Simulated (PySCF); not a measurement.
# C6H5F: the cost of one run

Computed with PySCF 2.14.0, with density-fitted response routines of our own, on a single molecule in the gas phase. Atoms count from 0, in the outputs and in this text.

## (1) Starting geometry

12 atoms, charge 0, multiplicity 1; geometry from: GFN2-xTB.

Bonds of the start (Å): F0–C1 1.35, C1–C2 1.38, C2–C3 1.38, C3–C4 1.39, C4–C5 1.38, C5–C6 1.38, C6–C1 1.38, C2–H7 1.08, C3–H8 1.08, C4–H9 1.08, C5–H10 1.08, C6–H11 1.08.

## (2) Optimising the geometry at PBE0-D3(BJ)/def2-SVP

Job settings and geometry (Å):

```
{"job": {"xc": "PBE0", "basis": "def2-SVP", "d3": "d3bj", "grid": 2, "kind": "geom"}, "charge": 0, "multiplicity": 1}
F      2.035730     0.837310     0.103550
C      0.787830     0.324360     0.041420
C     -0.291040     1.188600     0.028860
C     -1.566020     0.653970    -0.037870
C     -1.746470    -0.718590    -0.091110
C     -0.651020    -1.565850    -0.076210
C      0.631240    -1.048680    -0.011360
H     -0.125100     2.253540     0.071600
H     -2.420410     1.313690    -0.049310
H     -2.743460    -1.129440    -0.143430
H     -0.792740    -2.635280    -0.116030
H      1.499850    -1.688100    -0.000860
```

Q: Estimate the wall time of this first job on 4 threads of AMD EPYC (Zen 3), shared host.

About 85 s.
